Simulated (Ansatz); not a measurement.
BiS:

```xyz
2
Lattice="4.0029 0.0000 0.0000 0.0000 4.0029 0.0000 0.0000 0.0000 4.0029" Properties=species:S:1:pos:R:3 pbc="T T T"
Bi    2.0015    2.0015    2.0015
S     0.0000    0.0000    0.0000
```

The cell was built by a generator and needn't be a form met in nature.

* Program: Ansatz 0.2.0
* Task: relaxation of cell and atoms
* Functional: B3LYP
* Potentials or basis: Ansatz PAW
* Cutoff: 420 eV (not typed: the program's choice for these potentials)
* k mesh: 4 × 4 × 4
* Occupations: fermi-dirac, width 0.05 eV
* Spin: no spin polarisation

At the start: volume 32.07 Å³/atom.

Task: Where does the relaxation end?

Result: It ends after 6 steps and the volume is 24.08 Å³/atom (-24.9 %); space group Pm-3m (No. 221, to 0.05 Å).

The path:
| step | energy change (eV) | largest force (eV/Å) | volume (Å³) |
| --- | --- | --- | --- |
| 1 | 0.0000 | 0.0000 | 64.14 |
| 2 | -0.5068 | 0.0000 | 55.21 |
| 3 | -0.6809 | 0.0000 | 47.15 |
| 4 | -0.6851 | 0.0000 | 48.43 |
| 5 | -0.6855 | 0.0000 | 48.16 |
| 6 | -0.6835 | 0.0000 | 48.16 |

Final structure:
```yaml
crystal:
  lattice:
    - [3.63820, 0.00000, 0.00000]
    - [0.00000, 3.63820, 0.00000]
    - [0.00000, 0.00000, 3.63820]
  atoms:
    - { symbol: Bi, position: [0.50000, 0.50000, 0.50000] }
    - { symbol: S, position: [0.00000, 0.00000, 0.00000] }
```

Caveat: the k mesh is coarse (spacing up to 0.39 Å⁻¹), so the values aren't converged, least of all with exact exchange; the volume moved by over 15 % at a fixed basis, so the end points are rough; the plane-wave basis is chosen anew once the cell has moved, so the energies of steps on either side of that aren't comparable; the PAW data sets come from PBE, with cores solved anew for the run's functional, which leaves a small shift of forces and pressure.
